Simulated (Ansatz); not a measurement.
**C₄H₁₂BrNOSn: small, medium and large basis sets**

How large a basis does C₄H₁₂BrNOSn need? Two functionals are run in growing sets.

Computed with Ansatz 0.2.0, Gaussian basis. Level: one geometry, several basis sets.

The runs, in order: PBE0-D4/def2-SVP; ωB97M-V/def2-SVP; PBE0-D4/def2-QZVPP; ωB97M-V/def2-QZVPP; the functionals' def2-TZVPP values are taken from earlier runs.

**1. The geometry**

The geometry comes from an earlier relaxation with PBE0-D4 in a triple-zeta def2 set; it is a stationary point, not always the lowest conformer. Sn takes the def2 core potential; no spin-orbit term is included.

20 atoms, charge 0, spin multiplicity 1.

Atoms are counted from 1 here; the program's logs count them from 0.

Bond lengths: C1–C2 1.521 Å, C1–H9 1.093 Å, C1–H10 1.092 Å, C1–H11 1.092 Å, C2–Sn3 2.129 Å, C2–H12 1.093 Å, C2–H13 1.092 Å, Sn3–O4 1.969 Å, Sn3–Br5 2.489 Å, Sn3–N6 2.009 Å, O4–H14 0.960 Å, N6–C7 1.443 Å, N6–C8 1.444 Å, C7–H15 1.092 Å, C7–H16 1.101 Å, C7–H17 1.098 Å, C8–H18 1.094 Å, C8–H19 1.098 Å and more. Angles: C2–C1–H9 110.6°, C2–C1–H10 111.6°, C2–C1–H11 111.5°, H9–C1–H10 107.6°, H9–C1–H11 107.7°, H10–C1–H11 107.6°, C1–C2–Sn3 112.0°, C1–C2–H12 111.5°, C1–C2–H13 112.1°, Sn3–C2–H12 106.2°, Sn3–C2–H13 107.0°, H12–C2–H13 107.6°, C2–Sn3–O4 107.1°, C2–Sn3–Br5 112.8°, C2–Sn3–N6 114.5°, O4–Sn3–Br5 104.0°, O4–Sn3–N6 113.0°, Br5–Sn3–N6 105.1° and more.

Coordinates:

```mol
C4H12BrNOSn
  3D, bonds by distance, orders not assigned

 20 19  0  0  0  0  0  0  0  0999 V2000
    2.5790   -0.7951   -1.7968 C   0  0
    1.9142   -0.5530   -0.4502 C   0  0
   -0.1019    0.0979   -0.6609 Sn  0  0
   -1.0899   -1.3557   -1.5489 O   0  0
   -0.3345    2.0229   -2.2213 Br  0  0
   -0.9645    0.7037    1.0492 N   0  0
   -2.2764    1.3041    1.0153 C   0  0
   -0.7382   -0.0910    2.2337 C   0  0
    3.6086   -1.1377   -1.6616 H   0  0
    2.6099    0.1150   -2.3997 H   0  0
    2.0489   -1.5559   -2.3733 H   0  0
    1.8796   -1.4656    0.1500 H   0  0
    2.4359    0.2076    0.1342 H   0  0
   -1.7614   -1.0374   -2.1574 H   0  0
   -2.3936    1.9223    0.1223 H   0  0
   -3.0929    0.5652    1.0333 H   0  0
   -2.4082    1.9595    1.8862 H   0  0
    0.2718   -0.5116    2.2371 H   0  0
   -0.8275    0.5381    3.1294 H   0  0
   -1.4505   -0.9237    2.3457 H   0  0
  1  2  8  0
  2  3  8  0
  3  4  8  0
  3  5  8  0
  3  6  8  0
  6  7  8  0
  6  8  8  0
  1  9  8  0
  1 10  8  0
  1 11  8  0
  2 12  8  0
  2 13  8  0
  4 14  8  0
  7 15  8  0
  7 16  8  0
  7 17  8  0
  8 18  8  0
  8 19  8  0
  8 20  8  0
M  END
```

**2. PBE0-D4 in def2-SVP**

File in.yaml:

```yaml
crystal:
  periodic: [false, false, false]
  atoms:
    - {symbol: C, position_ang: [2.579013, -0.795141, -1.796777]}
    - {symbol: C, position_ang: [1.914200, -0.552956, -0.450211]}
    - {symbol: Sn, position_ang: [-0.101891, 0.097896, -0.660870]}
    - {symbol: O, position_ang: [-1.089906, -1.355711, -1.548870]}
    - {symbol: Br, position_ang: [-0.334458, 2.022942, -2.221303]}
    - {symbol: N, position_ang: [-0.964474, 0.703715, 1.049209]}
    - {symbol: C, position_ang: [-2.276364, 1.304144, 1.015264]}
    - {symbol: C, position_ang: [-0.738230, -0.090957, 2.233689]}
    - {symbol: H, position_ang: [3.608569, -1.137688, -1.661599]}
    - {symbol: H, position_ang: [2.609902, 0.114991, -2.399739]}
    - {symbol: H, position_ang: [2.048871, -1.555876, -2.373312]}
    - {symbol: H, position_ang: [1.879578, -1.465622, 0.150023]}
    - {symbol: H, position_ang: [2.435886, 0.207580, 0.134176]}
    - {symbol: H, position_ang: [-1.761449, -1.037428, -2.157378]}
    - {symbol: H, position_ang: [-2.393630, 1.922293, 0.122264]}
    - {symbol: H, position_ang: [-3.092907, 0.565155, 1.033347]}
    - {symbol: H, position_ang: [-2.408231, 1.959540, 1.886216]}
    - {symbol: H, position_ang: [0.271773, -0.511551, 2.237108]}
    - {symbol: H, position_ang: [-0.827547, 0.538050, 3.129391]}
    - {symbol: H, position_ang: [-1.450505, -0.923678, 2.345670]}
basis:
  gaussian: {orbitals: def2-SVP}
hamiltonian: {xc: pbe0, dispersion: d4}
output: {orbitals: {seedname: orbitals}}
```

The runs that follow: ωB97M-V in def2-SVP; PBE0-D4 in def2-QZVPP; ωB97M-V in def2-QZVPP.

Before running them: what should the planned runs give, taken together? Wanted: PBE0-D4: double and triple zeta above quadruple; ωB97M-V: double and triple zeta above quadruple.

The runs gave:

```
                                       quantity           value
PBE0-D4: double and triple zeta above quadruple  19.93, 1.96 eV
ωB97M-V: double and triple zeta above quadruple  20.25, 1.90 eV
```

PBE0-D4 gains 17.97 eV from double to triple zeta, then 1.96 eV more. Total energies overstate the basis error of differences, where much of it tends to cancel. The LUMO of ωB97M-V is positive and keeps falling with the basis (1.42 to 0.83 eV): an unbound level that the basis holds in place.
